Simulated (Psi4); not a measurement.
# PBE/cc-pVDZ (sweep point 1) run of CH3BF3Ge+ (SMILES [CH3][Ge+]([F])[B](F)F)

What is the vertical ionisation energy of CH3BF3Ge+ at PBE/cc-pVDZ (sweep point 1)? 

Program for the calculation: Psi4 1.11.

### 1 The system as given

The species is CH3BF3Ge+ (9 atoms), meant as a singlet with charge +1. As SMILES, `[CH3][Ge+]([F])[B](F)F`. The shape comes from GFN2-xTB, which is rough for such elements, and wasn't checked as a minimum.

Bond lengths: C1–Ge2 2.003 Å, Ge2–F3 1.729 Å, Ge2–B4 2.228 Å, B4–F5 1.274 Å, B4–F6 1.276 Å, C1–H7 1.092 Å, C1–H8 1.097 Å, C1–H9 1.097 Å. Some angles: C1–Ge2–F3 103.8°, C1–Ge2–B4 154.9°, F3–Ge2–B4 101.3°, Ge2–B4–F5 115.3°, Ge2–B4–F6 119.5°, F5–B4–F6 125.2°, Ge2–C1–H7 111.8°, Ge2–C1–H8 107.1°, Ge2–C1–H9 107.2°, H7–C1–H8 110.9°.

### 2 The energy at PBE/cc-pVDZ (sweep point 1)

Input file job.dat:

```
memory 1.6 GB

molecule mol {
  1 1
  C     -1.827570    -0.232630    -0.019740
  Ge     0.127990     0.202360    -0.000590
  F      0.165210     1.931220    -0.020140
  B      2.303130    -0.280720     0.029180
  F      3.084040     0.724700     0.087070
  F      2.676590    -1.500590    -0.012720
  H     -2.003290    -1.308940    -0.075000
  H     -2.263930     0.280640    -0.885140
  H     -2.262170     0.183950     0.897070
  symmetry c1
}

set globals {
  basis cc-pVDZ
  puream true
  scf_type pk
  dft_radial_points 99
  dft_spherical_points 590
}

e_tot = energy("pbe")
print_variables()
```

Command:

```console
$ psi4 -n 1 job.dat job.out
```

job.out (excerpt; [...] marks lines left out):

```text
[...]
  Running in c1 symmetry.
[...]
  Nuclear repulsion =  431.116058451647575
[...]
  Multiplicity = 1
[...]
  Nalpha       = 36
  Nbeta        = 36
[...]
    Number of basis functions: 112
[...]
   @RKS iter   1: -2439.78208988689403   -2.95663e+00   1.07115e-02 ADIIS/DIIS
[...]
   @RKS iter  10: -2440.42111690614911   -1.04699e-07   8.27700e-07 DIIS
[...]
    Orbital Energies [Eh]
    ---------------------
    Doubly Occupied:
       1A   -397.386541     2A    -49.492779     3A    -44.109937
       4A    -44.106811     5A    -44.105304     6A    -24.514242
       7A    -24.513197     8A    -24.471014     9A    -10.125721
      10A     -6.860681    11A     -6.278762    12A     -4.500843
      13A     -4.492768    14A     -4.485830    15A     -1.407297
      16A     -1.397865    17A     -1.392693    18A     -1.391693
      19A     -1.387171    20A     -1.365238    21A     -1.343023
      22A     -1.256984    23A     -0.851585    24A     -0.734940
      25A     -0.706850    26A     -0.693097    27A     -0.651959
      28A     -0.643935    29A     -0.591976    30A     -0.581593
      31A     -0.579547    32A     -0.578973    33A     -0.563745
      34A     -0.555247    35A     -0.548420    36A     -0.488011
[...]
  @RKS Final Energy: -2440.42111690614911
   => Energetics <=
    Nuclear Repulsion Energy =            431.1160584516475751
    One-Electron Energy =               -4240.2440402562515374
    Two-Electron Energy =                1488.7441456154110710
    DFT Exchange-Correlation Energy =    -120.0372807169559053
    Empirical Dispersion Energy =           0.0000000000000000
    VV10 Nonlocal Energy =                  0.0000000000000000
    Total Energy =                      -2440.4211169061491091
[...]
 Multipole Moments:
 ------------------------------------------------------------------------------------
     Multipole            Electronic (a.u.)      Nuclear  (a.u.)        Total (a.u.)
 ------------------------------------------------------------------------------------
 L = 1.  Multiply by 2.5417464519 to convert [e a0] to [Debye]
 Dipole X            :          6.0046921           -7.2708893           -1.2661972
 Dipole Y            :          0.5538809           -1.5216615           -0.9677806
 Dipole Z            :          0.0667320           -0.0661785            0.0005535
 Magnitude           :                                                    1.5936922
[...]
```

Run time: 79 s. Hardware: 1 thread of Intel Xeon Platinum 8259CL at 2.50GHz (Skylake/Cascade Lake), shared host; peak memory 0.85 GiB.

### 3 Doublet [CH3BF3Ge]2+, same level

Input file calc.in:

```
memory 1.6 GB

molecule m {
  2 2
  C     -1.827570    -0.232630    -0.019740
  Ge     0.127990     0.202360    -0.000590
  F      0.165210     1.931220    -0.020140
  B      2.303130    -0.280720     0.029180
  F      3.084040     0.724700     0.087070
  F      2.676590    -1.500590    -0.012720
  H     -2.003290    -1.308940    -0.075000
  H     -2.263930     0.280640    -0.885140
  H     -2.262170     0.183950     0.897070
  units angstrom
  symmetry c1
}

set reference uks
set puream true
set scf_type pk
set dft_radial_points 99
set dft_spherical_points 590
set maxiter 100

energy_value = energy('pbe/cc-pVDZ')
```

Command:

```console
$ psi4 -i calc.in -o calc.out -n 1
```

calc.out (excerpt; [...] marks lines left out):

```text
[...]
  Running in c1 symmetry.
[...]
  Nuclear repulsion =  431.116058451647575
[...]
  Multiplicity = 2
[...]
  Nalpha       = 36
  Nbeta        = 35
[...]
    Number of basis functions: 112
[...]
   @UKS iter   1: -2439.01128582937054   -2.18583e+00   1.20740e-02 DIIS/ADIIS
[...]
   @UKS iter  13: -2439.81664549600328   -2.54458e-08   4.56445e-07 DIIS
[...]
   @S^2 Observed:                7.526206296E-01
[...]
  @UKS Final Energy: -2439.81664549600328
   => Energetics <=
    Nuclear Repulsion Energy =            431.1160584516475751
    One-Electron Energy =               -4222.2657835636218806
    Two-Electron Energy =                1470.9652987239583126
    DFT Exchange-Correlation Energy =    -119.6322191079870549
    Empirical Dispersion Energy =           0.0000000000000000
    VV10 Nonlocal Energy =                  0.0000000000000000
    Total Energy =                      -2439.8166454960032752
[...]
 Multipole Moments:
 ------------------------------------------------------------------------------------
     Multipole            Electronic (a.u.)      Nuclear  (a.u.)        Total (a.u.)
 ------------------------------------------------------------------------------------
 L = 1.  Multiply by 2.5417464519 to convert [e a0] to [Debye]
 Dipole X            :          5.1453947           -7.2708893           -2.1254946
 Dipole Y            :          0.3503949           -1.5216615           -1.1712666
 Dipole Z            :          0.0588576           -0.0661785           -0.0073208
 Magnitude           :                                                    2.4268593
[...]
```

It took 1.8 min on 1 thread of Intel Xeon Platinum 8259CL at 2.50GHz (Skylake/Cascade Lake), shared host; peak memory 0.85 GiB.

### 4 Summary of results

Level: PBE/cc-pVDZ (sweep point 1).

| quantity | value |
| --- | --- |
| singlet CH3BF3Ge+: total energy | -2440.42112 Eh |
| singlet CH3BF3Ge+: HOMO energy | -13.28 eV |
| singlet CH3BF3Ge+: LUMO energy | -9.75 eV |
| singlet CH3BF3Ge+: HOMO–LUMO gap | 3.53 eV |
| doublet [CH3BF3Ge]2+: total energy | -2439.81665 Eh |
| doublet [CH3BF3Ge]2+: HOMO energy (highest over α and β) | -20.36 eV |
| doublet [CH3BF3Ge]2+: LUMO energy (lowest over α and β) | -19.60 eV |
| doublet [CH3BF3Ge]2+: ⟨S²⟩ | 0.753 |
| vertical ionisation energy (to the doublet dication) | 16.449 eV |

Removing an electron at fixed nuclei costs 16.45 eV (379 kcal/mol). The negative HOMO energy of the first species, 13.28 eV, lies 3.17 eV below that difference.
